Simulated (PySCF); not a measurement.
# C3H9MoN (MoNMe3): the cost of one run

Computed with PySCF 2.14.0 and routines of our own; the level stands in each step. Atoms count from 0.

### 1 The system as given

14 atoms, charge 0, multiplicity 1; geometry from: GFN2-xTB.

### 2 Optimising the geometry at PBE0-D3(BJ)/def2-SVP

The job: settings as JSON, then the geometry in Å.

```
{"job": {"xc": "PBE0", "basis": "def2-SVP", "d3": "d3bj", "grid": 1, "maxiter": 30, "shake": 0.03, "kind": "geom"}, "charge": 0, "multiplicity": 1}
Mo     0.064870    -0.073120     0.362970
N     -0.005420    -0.004910     2.061570
C      2.022320     0.008160    -0.165770
H      2.742010     0.856460     0.304290
H      2.228750     0.055320    -1.267100
H      2.569340    -0.892640     0.202580
C     -1.024180     1.790200    -0.131930
H     -2.037410     1.815450     0.247070
H     -1.127110     1.955660    -1.171130
H     -0.576360     2.688060     0.315170
C     -1.053850    -1.817300    -0.092310
H     -2.050720    -1.785850     0.270420
H     -0.650970    -2.674310     0.299690
H     -1.120700    -1.964990    -1.192300
```

Command:

```console
$ OMP_NUM_THREADS=1 python heavy_run.py task.json out
```

One launch serves the whole session: the jobs run in the order shown.

Q: Estimate the wall time and peak memory of this first job on 1 thread of Arm Neoverse V1, shared host.

About 69 s, with a peak of 0.49 GiB.
